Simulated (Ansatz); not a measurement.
SiRh3:

```
Rh Si
1.0
    -1.93357    1.93357    3.66934
     1.93357   -1.93357    3.66934
     1.93357    1.93357   -3.66934
Rh Si
3 1
Direct
  0.50000 0.50000 0.00000
  0.25000 0.75000 0.50000
  0.75000 0.25000 0.50000
  0.00000 0.00000 0.00000
```

The cell comes from a database or a generator and needn't be the stable form of this composition.

```yaml
Program: Ansatz 0.2.0
Task: single point
Functional: PBE
Potentials_or_basis: Ansatz PAW
Cutoff: "420 eV (not typed: the program's choice for these potentials)"
k_mesh: 10 × 10 × 10
Occupations: fermi-dirac, width 0.05 eV
Spin: no spin polarisation
```

On this cell: pressure -2.1 GPa; largest force under 0.003 eV/Å; band gap on the k mesh none (metal or under the smearing width).

The same run follows on a disturbed copy (atoms moved at random, drawn with an rms of 0.05 Å):

```
Rh Si
1.0
    -1.93357    1.93357    3.66934
     1.93357   -1.93357    3.66934
     1.93357    1.93357   -3.66934
Rh Si
3 1
Direct
  0.49556 0.48948 0.00287
  0.24326 0.75728 0.50609
  0.74916 0.24609 0.49356
  0.99887 0.00314 0.00092
```

Problem. What does the disturbed cell give?

Solution. The energy (extrapolated to zero smearing) moves by +10.9 meV/atom; pressure -1.6 GPa; largest force 0.952 eV/Å; band gap on the k mesh none (metal or under the smearing width).

Forces on the atoms (eV/Å):
```
Rh   0.178 -0.216  0.909
Rh  -0.492  0.126 -0.323
Rh   0.344  0.064 -0.439
Si  -0.029  0.026 -0.147
```

Stress tensor (GPa, compression positive):
```
-2.46 -0.05  0.95
-0.05 -0.82 -0.10
 0.95 -0.10 -1.54
```
